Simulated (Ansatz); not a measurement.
# F2H4O4W: basis-set convergence

One table from this session's results is given with a row withheld; the runs are named, their logs left out.

Program: Ansatz 0.2.0, Gaussian basis. Level of theory: one geometry, several basis sets. These are calculated values, not measurements.

The runs, in order: PBE0-D4/def2-SVP; ωB97M-V/def2-SVP; PBE0-D4/def2-QZVPP; ωB97M-V/def2-QZVPP; the functionals' def2-TZVPP values are taken from earlier runs.

### The geometry

The geometry comes from an earlier relaxation with PBE0-D4 in a triple-zeta def2 set; it is a stationary point, not always the lowest conformer. W takes the def2 core potential; no spin-orbit term is included.

SMILES `[OH][W]([OH])([OH])([OH])([F])[F]`, 11 atoms, charge 0, spin multiplicity 1.

Atoms are counted from 1 here; the program's logs count them from 0.

Bond lengths: O1–W2 1.865 Å, O1–H8 0.961 Å, W2–O3 1.877 Å, W2–O4 1.884 Å, W2–O5 1.873 Å, W2–F6 1.894 Å, W2–F7 1.914 Å, O3–H9 0.962 Å, O4–H10 0.960 Å, O5–H11 0.960 Å. Angles: W2–O1–H8 124.3°, O1–W2–O3 98.6°, O1–W2–O4 163.3°, O1–W2–O5 90.8°, O1–W2–F6 92.6°, O1–W2–F7 81.9°, O3–W2–O4 98.0°, O3–W2–O5 89.5°, O3–W2–F6 83.1°, O3–W2–F7 169.9°, O4–W2–O5 89.5°, O4–W2–F6 89.2°, O4–W2–F7 81.7°, O5–W2–F6 172.3°, O5–W2–F7 100.6°, F6–W2–F7 86.8°, W2–O3–H9 120.2°, W2–O4–H10 121.8° and more.

Set-up of the first run:

in.yaml reads:

```yaml
crystal:
  periodic: [false, false, false]
  atoms:
    - {symbol: O, position_ang: [-1.357836, -1.072441, 0.900610]}
    - {symbol: W, position_ang: [-0.043911, -0.015505, 0.104437]}
    - {symbol: O, position_ang: [1.466062, -1.001083, 0.627251]}
    - {symbol: O, position_ang: [0.846430, 1.344504, -0.848707]}
    - {symbol: O, position_ang: [-0.143872, -1.030116, -1.466565]}
    - {symbol: F, position_ang: [0.296695, 0.923943, 1.713454]}
    - {symbol: F, position_ang: [-1.529147, 1.165470, -0.144713]}
    - {symbol: H, position_ang: [-2.282246, -0.821608, 0.975210]}
    - {symbol: H, position_ang: [1.926133, -0.785437, 1.443776]}
    - {symbol: H, position_ang: [0.418164, 2.177073, -1.062727]}
    - {symbol: H, position_ang: [0.403518, -0.884800, -2.242027]}
basis:
  gaussian: {orbitals: def2-SVP}
hamiltonian: {xc: pbe0, dispersion: d4}
output: {orbitals: {seedname: orbitals}}
```

Launch:

```bash
ansatz run in.yaml --threads 8 --pin off --events-out ev --progress --plain --max-ram 20889MiB
```

Steps of the session up to this table: PBE0-D4 in def2-SVP; ωB97M-V in def2-SVP; PBE0-D4 in def2-QZVPP; ωB97M-V in def2-QZVPP.

One of the session's tables, all rows but one given; the rest of the session is left out.

```
functional       basis  HOMO (eV)  LUMO (eV)
   PBE0-D4    def2-SVP          ?          ?
   PBE0-D4  def2-TZVPP      -9.52      -2.63
   PBE0-D4  def2-QZVPP      -9.57      -2.70
   ωB97M-V    def2-SVP     -11.84      -0.54
   ωB97M-V  def2-TZVPP     -11.94      -0.51
   ωB97M-V  def2-QZVPP     -11.99      -0.60
```

Estimate the missing values for PBE0-D4, def2-SVP.

**Answer.** HOMO (eV): -9.43; LUMO (eV): -2.67. In the column «HOMO (eV)» it is the highest.
